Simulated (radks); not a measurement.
**Valence configurations of Ce²⁺**

Aim: which of several valence configurations of Ce²⁺ lies lowest at this level, and whether it is the one NIST lists ([Xe] 4f2).

The numbers are computed with radks (a radial shooting solver on a logarithmic mesh, Libxc functionals) version 1 (Dirac Kohn-Sham, PBEsol, spin-unpolarised, spherical densities, point nucleus; open shells are shared between the two j in proportion to 2j + 1), except any that are marked as measured or tabulated.

## Step 1: What is computed

```
element       : cerium (Z = 58)
charge        : +2
electrons     : 56
configuration : [Xe] 4f2
others tried  : 4f1 5d1; 4f1 6p1; 5d1 6p1; 5d1 6s1; 4f0.5 6p1.5; 4f0.5 5d0.5 6p1; 4f1.5 6s0.5; 4f1 6s1; 4f1.5 6p0.5
```

Outer shells as boxes (Hund's rule):

Ce²⁺
```
[Xe] core
4f [↑ ][↑ ][  ][  ][  ][  ][  ]
```

## Step 2: [Xe] 4f2

The run's settings:

```text
Z 58
configuration [Xe] 4f2
relativity Dirac
functional pbe_sol,pbe_sol
spin unpolarised
j_filling average
nucleus point
c 137.035999084
```

## Step 3: [Xe] 4f1 5d1

Settings, as their differences from step 2:

```diff
@@ -1,3 +1,3 @@
 Z 58
-configuration [Xe] 4f2
+configuration [Xe] 4f1 5d1
 relativity Dirac
```

## Step 4: [Xe] 4f1 6p1

Settings, as their differences from step 3:

```diff
@@ -1,3 +1,3 @@
 Z 58
-configuration [Xe] 4f1 5d1
+configuration [Xe] 4f1 6p1
 relativity Dirac
```

## Step 5: [Xe] 5d1 6p1

Settings, as their differences from step 4:

```diff
@@ -1,3 +1,3 @@
 Z 58
-configuration [Xe] 4f1 6p1
+configuration [Xe] 5d1 6p1
 relativity Dirac
```

## Step 6: [Xe] 5d1 6s1

Settings, as their differences from step 5:

```diff
@@ -1,3 +1,3 @@
 Z 58
-configuration [Xe] 5d1 6p1
+configuration [Xe] 5d1 6s1
 relativity Dirac
```

## Step 7: [Xe] 4f0.5 6p1.5

Settings, as their differences from step 6:

```diff
@@ -1,3 +1,3 @@
 Z 58
-configuration [Xe] 5d1 6s1
+configuration [Xe] 4f0.5 6p1.5
 relativity Dirac
```

## Step 8: [Xe] 4f0.5 5d0.5 6p1

Settings, as their differences from step 7:

```diff
@@ -1,3 +1,3 @@
 Z 58
-configuration [Xe] 4f0.5 6p1.5
+configuration [Xe] 4f0.5 5d0.5 6p1
 relativity Dirac
```

## Step 9: [Xe] 4f1.5 6s0.5

Settings, as their differences from step 8:

```diff
@@ -1,3 +1,3 @@
 Z 58
-configuration [Xe] 4f0.5 5d0.5 6p1
+configuration [Xe] 4f1.5 6s0.5
 relativity Dirac
```

## Step 10: [Xe] 4f1 6s1

Settings, as their differences from step 9:

```diff
@@ -1,3 +1,3 @@
 Z 58
-configuration [Xe] 4f1.5 6s0.5
+configuration [Xe] 4f1 6s1
 relativity Dirac
```

## Step 11: [Xe] 4f1.5 6p0.5

Settings, as their differences from step 10:

```diff
@@ -1,3 +1,3 @@
 Z 58
-configuration [Xe] 4f1 6s1
+configuration [Xe] 4f1.5 6p0.5
 relativity Dirac
```

What does the calculation give? Wanted: for each run, valence; E − E(NIST configuration); highest level; its energy; 1s shift.

As calculated:

```csv
valence,E − E(NIST configuration) (eV),highest level,its energy (eV),1s shift (eV)
4f2,0.000,4f7/2,-12.841,+0.00
4f1.5 6s0.5,0.703,6s1/2,-13.855,-4.18
4f1 5d1,1.417,5d5/2,-14.703,-6.29
4f1.5 6p0.5,2.523,6p3/2,-10.411,-4.72
4f1 6s1,2.846,6s1/2,-14.888,-8.89
4f1 6p1,6.696,6p3/2,-11.458,-9.95
5d1 6s1,9.442,6s1/2,-15.589,-16.59
4f0.5 5d0.5 6p1,9.512,6p3/2,-11.677,-13.67
4f0.5 6p1.5,12.790,6p3/2,-12.371,-15.58
5d1 6p1,13.548,6p3/2,-11.880,-17.62
```

What this shows: The NIST configuration is the lowest of those tried, 0.703 eV under 4f1.5 6s0.5. The energies are those of spherical spin-averaged densities, not of single terms. The 1s eigenvalue shifts by up to 17.62 eV as the valence charge is rearranged.
